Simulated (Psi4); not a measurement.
# CuCl (cuprous chloride) at 6 levels

Aim: a comparison of 6 runs (B3LYP/6-31G*, BLYP/6-31G*, PBE50/6-31G*, LDA0/cc-pVTZ) of CuCl (cuprous chloride). 

The calculation is run with Psi4 1.11.

5 further runs of the same task are left out: 3 that didn't finish, 2 set aside as unsound or not needed.

## (1) The structure to begin with

CuCl: 2 atoms, total charge 0, spin state singlet. As SMILES, `[Cl][Cu]`. Geometry: relaxed at PBE0-D4/def2-TZVP.

Bond lengths: Cl1–Cu2 2.076 Å.

## (2) The energy at B3LYP/6-31G(d) (spherical functions) (run 1)

Contents of input.json:

```json
{
 "schema_name": "qcschema_input",
 "schema_version": 1,
 "molecule": {
  "schema_name": "qcschema_molecule",
  "schema_version": 2,
  "symbols": ["Cl", "Cu"],
  "geometry": [1.69754098, -0.65233346, 0.84357374, -1.64179406, 0.53857195, -0.83601484],
  "molecular_charge": 0,
  "molecular_multiplicity": 1,
  "fix_symmetry": "c1",
  "fix_com": true,
  "fix_orientation": true
 },
 "driver": "energy",
 "model": {
  "method": "b3lyp",
  "basis": "6-31G*"
 },
 "keywords": {
  "reference": "rks",
  "puream": true,
  "e_convergence": 1e-09,
  "d_convergence": 1e-08,
  "scf_type": "pk",
  "dft_radial_points": 99,
  "dft_spherical_points": 590,
  "scf_properties": ["QUADRUPOLE", "WIBERG_LOWDIN_INDICES", "LOWDIN_CHARGES"]
 }
}
```

Launch:

```bash
$ psi4 --qcschema input.json -n 1 --memory 1600MB
```

stdout:

```text
[...]
  Running in c1 symmetry.
[...]
  Nuclear repulsion =  125.667077138529862
[...]
  Multiplicity = 1
[...]
  Nalpha       = 23
  Nbeta        = 23
[...]
    Number of basis functions: 52
[...]
   @RKS iter   1: -2097.69774188513975    3.60494e-01   6.17980e-02 ADIIS/DIIS
[...]
   @RKS iter  14: -2100.44372134090918    0.00000e+00   2.79813e-09 DIIS
[...]
    Orbital Energies [Eh]
    ---------------------
    Doubly Occupied:
       1A   -322.961849     2A   -101.477838     3A    -38.787761
       4A    -34.001439     5A    -33.991937     6A    -33.991937
       7A     -9.410497     8A     -7.170475     9A     -7.165364
      10A     -7.165364    11A     -4.267732    12A     -2.779305
      13A     -2.754171    14A     -2.754171    15A     -0.763434
      16A     -0.347017    17A     -0.302228    18A     -0.302228
      19A     -0.231046    20A     -0.231046    21A     -0.228129
      22A     -0.225475    23A     -0.225475
[...]
  @RKS Final Energy: -2100.44372134090918
   => Energetics <=
    Nuclear Repulsion Energy =            125.6670771385298622
    One-Electron Energy =               -3174.8077995354869927
    Two-Electron Energy =                1025.6924725903052149
    DFT Exchange-Correlation Energy =     -76.9954715342570069
    Empirical Dispersion Energy =           0.0000000000000000
    VV10 Nonlocal Energy =                  0.0000000000000000
    Total Energy =                      -2100.4437213409091783
[...]
 Multipole Moments:
 ------------------------------------------------------------------------------------
     Multipole            Electronic (a.u.)      Nuclear  (a.u.)        Total (a.u.)
 ------------------------------------------------------------------------------------
 L = 1.  Multiply by 2.5417464519 to convert [e a0] to [Debye]
 Dipole X            :         17.0974035          -18.7538311           -1.6564276
 Dipole Y            :         -3.9381868            4.5289177            0.5907310
 Dipole Z            :          9.0705418           -9.9036768           -0.8331350
 Magnitude           :                                                    1.9459777
 L = 2.  Multiply by 1.3450342976 to convert [e a0^2] to [Debye ang]
 Quadrupole XX       :       -143.7522186          127.1571158          -16.5951028
 Quadrupole XY       :         43.5426534          -44.4676699           -0.9250165
[...]
```

The result, in JSON:

```text
{
 "driver": "energy",
 "model": {
  "method": "b3lyp",
  "basis": "6-31G*"
 },
 "success": true,
 "return_result": -2100.443721340909,
 "properties": {
  "calcinfo_nbasis": 52,
  "calcinfo_nmo": 52,
  "calcinfo_nalpha": 23,
  "calcinfo_nbeta": 23,
  "calcinfo_natom": 2,
  "nuclear_repulsion_energy": 125.66707713852986,
  "return_energy": -2100.443721340909,
  "scf_one_electron_energy": -3174.807799535487,
  "scf_two_electron_energy": 1025.6924725903052,
  "scf_xc_energy": -76.995471534257,
  "scf_dipole_moment": [-1.6564275847779513, 0.5907309534273031, -0.8331349869261597],
  "scf_total_energy": -2100.443721340909,
  "scf_iterations": 14
 }
}
```

It took 6 s on 1 thread of AMD EPYC 7R13 (Zen 3), shared host; peak memory 0.36 GiB.

## (3) Energy and gradient at BLYP/6-31G(d) (spherical functions) (run 2)

Contents of input.dat:

```
memory 1600 MB

molecule {
  0 1
  Cl     1.69754098    -0.65233346     0.84357374
  Cu    -1.64179406     0.53857195    -0.83601484
  units au
  symmetry c1
}

set {
  puream true
  e_convergence 1e-09
  d_convergence 1e-08
  scf_type pk
  dft_radial_points 99
  dft_spherical_points 590
}

E, wfn = gradient("blyp/6-31G*", return_wfn=True)
oeprop(wfn, "MULLIKEN_CHARGES", "WIBERG_LOWDIN_INDICES", "QUADRUPOLE")
print_variables()
```

Launch:

```bash
$ psi4 -n 1 input.dat output.dat
```

output.dat, cut to the lines that bear on the results:

```text
[...]
  Running in c1 symmetry.
[...]
  Nuclear repulsion =  125.667077138529848
[...]
  Multiplicity = 1
[...]
  Nalpha       = 23
  Nbeta        = 23
[...]
    Number of basis functions: 52
[...]
   @RKS iter   1: -2097.43632781181714    9.08902e-01   6.38842e-02 DIIS/ADIIS
[...]
   @RKS iter  15: -2100.46384604095329    4.54747e-13   2.80457e-09 DIIS
[...]
  @RKS Final Energy: -2100.46384604095329
   => Energetics <=
    Nuclear Repulsion Energy =            125.6670771385298480
    One-Electron Energy =               -3173.5288656699513012
    Two-Electron Energy =                1043.0067363299294811
    DFT Exchange-Correlation Energy =     -95.6087938394611427
    Empirical Dispersion Energy =           0.0000000000000000
    VV10 Nonlocal Energy =                  0.0000000000000000
    Total Energy =                      -2100.4638460409532854
[...]
  -Total Gradient:
     Atom            X                  Y                   Z
    ------   -----------------  -----------------  -----------------
       1        0.000000000015     0.000000000010     0.016874332330
       2       -0.000000000014    -0.000000000010    -0.016866079928
[...]
 Multipole Moments:
 ------------------------------------------------------------------------------------
     Multipole            Electronic (a.u.)      Nuclear  (a.u.)        Total (a.u.)
 ------------------------------------------------------------------------------------
 L = 1.  Multiply by 2.5417464519 to convert [e a0] to [Debye]
 Dipole X            :          0.0000000           -0.0000000            0.0000000
 Dipole Y            :          0.0000000            0.0000000            0.0000000
 Dipole Z            :         -3.8795139            2.2323122           -1.6472017
 Magnitude           :                                                    1.6472017
 L = 2.  Multiply by 1.3450342976 to convert [e a0^2] to [Debye ang]
 Quadrupole XX       :        -19.8420172            0.0000000          -19.8420172
 Quadrupole XY       :          0.0000000           -0.0000000            0.0000000
[...]
  Mulliken Charges: (a.u.)
   Center  Symbol    Alpha    Beta     Spin     Total
       1    CL     8.63630  8.63630  0.00000 -0.27261
       2    CU    14.36370 14.36370  0.00000  0.27261
   Total alpha = 23.00000, Total beta = 23.00000, Total charge = -0.00000
  Wiberg Bond Indices using Orthogonal Lowdin Orbitals:
[...]
```

It took 7.2 s on 1 thread of AMD EPYC 7R13 (Zen 3), shared host; peak memory 0.36 GiB.

Runs 3 to 5 aren't shown in full; the table further down has their settings and results.

## (4) Energy and forces at LDA0/cc-pVTZ (density fitting) (run 6)

Contents of calc.py:

```python
import psi4

psi4.set_memory('1600 MB')
psi4.set_num_threads(1)
psi4.core.set_output_file('run.log', False)

geom = psi4.geometry("""
0 1
Cl     1.69754098    -0.65233346     0.84357374
Cu    -1.64179406     0.53857195    -0.83601484
units au
symmetry c1
no_reorient
no_com
""")

psi4.set_options({
    'level_shift': 0.1,
    'maxiter': 80,
})

e_tot = psi4.gradient("lda0/cc-pVTZ")
print('gradient / Eh bohr^-1')
print(e_tot.np.round(6))
```

Launch:

```bash
$ python calc.py
```

run.log:

```text
[...]
  Running in c1 symmetry.
[...]
  Nuclear repulsion =  125.667077138529862
[...]
  Multiplicity = 1
[...]
  Nalpha       = 23
  Nbeta        = 23
[...]
    Number of basis functions: 102
[...]
   @DF-RKS iter   1: -2093.61152854270904    9.66044e-01   4.63105e-02 DIIS/ADIIS/SHIFT
[...]
   @DF-RKS iter  14: -2097.05516195753080   -9.54969e-12   2.26631e-09 DIIS
[...]
    Orbital Energies [Eh]
    ---------------------
    Doubly Occupied:
       1A   -322.836322     2A   -101.411734     3A    -38.863770
       4A    -34.071107     5A    -34.070810     6A    -34.070810
       7A     -9.445985     8A     -7.206727     9A     -7.202329
      10A     -7.202329    11A     -4.343745    12A     -2.838435
      13A     -2.833000    14A     -2.833000    15A     -0.770965
      16A     -0.370277    17A     -0.340199    18A     -0.340199
      19A     -0.316251    20A     -0.316249    21A     -0.282877
      22A     -0.271568    23A     -0.271568
[...]
  @DF-RKS Final Energy: -2097.05516195753080
   => Energetics <=
    Nuclear Repulsion Energy =            125.6670771385298622
    One-Electron Energy =               -3174.1425872119943961
    Two-Electron Energy =                1019.8268432260856571
    DFT Exchange-Correlation Energy =     -68.4064951101520222
    Empirical Dispersion Energy =           0.0000000000000000
    VV10 Nonlocal Energy =                  0.0000000000000000
    Total Energy =                      -2097.0551619575307996
[...]
 Multipole Moments:
 ------------------------------------------------------------------------------------
     Multipole            Electronic (a.u.)      Nuclear  (a.u.)        Total (a.u.)
 ------------------------------------------------------------------------------------
 L = 1.  Multiply by 2.5417464519 to convert [e a0] to [Debye]
 Dipole X            :         17.0665618          -18.7538311           -1.6872692
 Dipole Y            :         -3.9271877            4.5289177            0.6017300
 Dipole Z            :          9.0550293           -9.9036768           -0.8486474
 Magnitude           :                                                    1.9822106
[...]
  -Total Gradient:
     Atom            X                  Y                   Z
    ------   -----------------  -----------------  -----------------
       1        0.005727413975    -0.002042564833     0.002880722998
       2       -0.005778830470     0.002060901493    -0.002906584054
[...]
```

The script printed:

```text
gradient / Eh bohr^-1
[[ 0.005727 -0.002043  0.002881]
 [-0.005779  0.002061 -0.002907]]
```

Run time: 32 s. Hardware: 1 thread of AMD EPYC 7R13 (Zen 3), shared host; peak memory 0.77 GiB.

## (5) All runs side by side

| run | level | task | Cartesian functions | energy (Eh) | dipole moment (D) | HOMO energy (eV) | LUMO energy (eV) | wall time |
| --- | --- | --- | --- | --- | --- | --- | --- | --- |
| 1 | B3LYP/6-31G* (spherical functions) | energy | no | -2100.443721 | 4.95 | -6.14 | -3.09 | 6 s |
| 2 | BLYP/6-31G* (spherical functions) | gradient | no | -2100.463846 | 4.19 | -4.09 | -3.76 | 7.2 s |
| 3 | B3LYP/6-31G* (Cartesian functions) | energy | yes | -2100.454052 | 4.99 | -6.15 | -3.08 | 5.7 s |
| 4 | PBE50/6-31G* (DKH3, density fitting, Cartesian functions) | gradient | yes | -2112.344733 | 6.06 | – | – | 11 s |
| 5 | PBE50/6-31G* (density fitting, Cartesian functions) | gradient | yes | -2100.055372 | 6.23 | -7.80 | -1.67 | 5.1 s |
| 6 | LDA0/cc-pVTZ (density fitting) | gradient | no | -2097.055162 | 5.04 | -7.39 | -2.94 | 32 s |

## (6) Summary of results

| quantity | value |
| --- | --- |
| run 6: total energy | -2097.05516 Eh |
| run 6: dipole moment | 5.04 D |
| run 6: HOMO energy | -7.39 eV |
| run 6: LUMO energy | -2.94 eV |
| run 6: HOMO–LUMO gap | 4.45 eV |
| run 6: largest force on an atom | 0.349 eV/Å |

What this shows: The dipole moment (its size) runs from 4.19 D (BLYP/6-31G*) to 6.23 D (PBE50/6-31G*). Over runs 1, 2, 3, 5, 6 the HOMO–LUMO gap runs from 0.33 eV (BLYP/6-31G*) to 6.13 eV (PBE50/6-31G*). Totals of different functionals can't be ranked against each other. Some runs of one species differ in core potentials or relativity; totals across that change don't compare. All runs together took 67 s, the longest 32 s.
